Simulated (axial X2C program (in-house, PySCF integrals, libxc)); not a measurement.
# A two-component session on RuC: properties at the nuclei

Wanted for RuC: properties at the nuclei, at the two-component level.

Method: two-component X2C with atomic mean-field terms, Ru dyall-cv3z, C dyall-v3z; program: an in-house X2C program for linear molecules on PySCF integrals.

All values are calculated.

## Step 1: Set-up

Input file task.json:

```json
{
 "zs": [
  44,
  6
 ],
 "q": 0,
 "bas": [
  "dyall-cv3z",
  "dyall-v3z"
 ],
 "r0": 1.81,
 "levels": [
  "PBE0",
  "HF",
  "TPSSh",
  "B3LYP",
  "BHandHLYP"
 ],
 "nst": 3
}
```

Keys: zs atomic numbers; q charge; bas basis sets; r0 starting distance in Å; levels methods (HF also brings MP2); nst determinants followed.

Command:

```console
> python soeom.py task.json out
```

After this run come: Expectation values, lowest determinant; Expectation values, a higher determinant; Expectation values, a higher determinant.

**Question.** What will these runs give? Wanted: lowest determinant; Eeff magnitude; Ws magnitude Ru; A∥/gI Ru; qzz Ru; higher determinant; qzz C; μ (for each run or level that gives them).

As calculated:

| quantity | value |
| --- | --- |
| lowest determinant | Ω = 3 (excess of +ω over −ω: ω = 1/2, ω = 5/2) |
| Eeff magnitude (GV/cm), PBE0 | 1.52 |
| Ws magnitude Ru (kHz), PBE0 | 0.266 |
| A∥/gI Ru (MHz), PBE0 | 1250 |
| qzz Ru (a.u.), PBE0 | 1.06 |
| higher determinant | Ω = 0 (closed shell) |
| qzz Ru (a.u.), PBE0, higher determinant | 4.58 |
| qzz C (a.u.), PBE0, higher determinant | -0.27 |
| μ (D), PBE0, higher determinant | -4.05 |
| higher determinant | Ω = 1 (excess of +ω over −ω: ω = -1/2, ω = 3/2) |
| Eeff magnitude (GV/cm), PBE0, higher determinant | 1.55 |
| Ws magnitude Ru (kHz), PBE0, higher determinant | 0.784 |
| A∥/gI Ru (MHz), PBE0, higher determinant | -1720 |
| qzz Ru (a.u.), PBE0, higher determinant | 0.95 |

In the first state, the effective field runs from 1.4 to 5.13 GV/cm over the mean-field levels, so the levels don't agree on it. The expectation values come from single determinants, which for open shells can mix terms of unlike spin or miss the lowest Ω, so a determinant need not be a state. Eeff is the effective electric field on the electron dipole moment in this Ω state and Ws the scalar–pseudoscalar constant (defined with the proton number Z and per Ω); A∥ is the parallel hyperfine constant, which follows by multiplying with the nuclear g factor gI = μI/(I μN); qzz is the electric field gradient, eQq0 = 234.96 MHz × Q/barn × qzz; μ is positive if C is the positive end. The operators were transformed with the bare-nucleus X2C matrices. A second determinant lies within 0.1 eV of the first, so their order is not settled at this level.
